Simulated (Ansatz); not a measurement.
# ScAlN2: the cost of one run

Computed with Ansatz 0.2.0 (DFT PBE, scalar-relativistic, plane waves, PAW, unless a step's input says otherwise).

## (1) The structure to begin with

It takes space group Pmmm (No. 47, orthorhombic). Conventional cell: a = 2.660 Å, b = 3.457 Å, c = 6.142 Å, α = 90.00°, β = 90.00°, γ = 90.00°. Sc (site symmetry mmm) is surrounded by 2 N at 1.96 Å. Al (site symmetry mmm) has 4 N at 2.06 Å as nearest neighbours. Around N (site symmetry mm2) lie 1 Sc at 1.96 Å and 2 Al at 2.06 Å.

Coordinates:

```cif
data_structure
_symmetry_space_group_name_H-M 'P 1'
_symmetry_Int_Tables_number 1
_cell_length_a 2.6602
_cell_length_b 3.4572
_cell_length_c 6.1421
_cell_angle_alpha 90.000
_cell_angle_beta 90.000
_cell_angle_gamma 90.000
_cell_volume 56.49
loop_
_atom_site_label
_atom_site_type_symbol
_atom_site_fract_x
_atom_site_fract_y
_atom_site_fract_z
_atom_site_occupancy
Sc1 Sc 0.00000 0.00000 0.00000 1
Al1 Al 0.00000 0.50000 0.50000 1
N1 N 0.00000 0.00000 0.31834 1
N2 N 0.00000 0.00000 0.68166 1
```

A structure generator made this guess: random cell by space group and Wyckoff sites (Pmmm, No. 47). Its size is a rough estimate.

## (2) Probe: one point on a coarse mesh

input.yaml

```yaml
crystal:
  lattice:
    - [2.66021303, 0.0, 0.0]
    - [0.0, 3.45715577, 0.0]
    - [0.0, 0.0, 6.14206551]
  atoms:
    - { symbol: Sc, position: [0.0, 0.0, 0.0] }
    - { symbol: Al, position: [0.0, 0.5, 0.5] }
    - { symbol: "N", position: [0.0, 0.0, 0.31834328] }
    - { symbol: "N", position: [0.0, 0.0, 0.68165672] }
basis:
  ecutwfc: 420
kpoints:
  mp_grid: { grid: [6, 6, 4] }
hamiltonian:
  xc: pbe
scf:
  occupations: { method: gaussian, width: 0.1 }
  lower_state_search: "off"
output:
  forces: true
  stress: true
  eigenvalues: true
```

Run with:

```
$ ansatz run input.yaml --threads 1 --pin off --max-ram 2560MiB --backend cpu --events-out ev --progress --plain --runs-dir out
```

What time and memory should one allow on 1 thread of Intel Xeon at 2.50GHz (Skylake/Cascade Lake), shared host?

About 4.8 s, with a peak of 0.36 GiB.
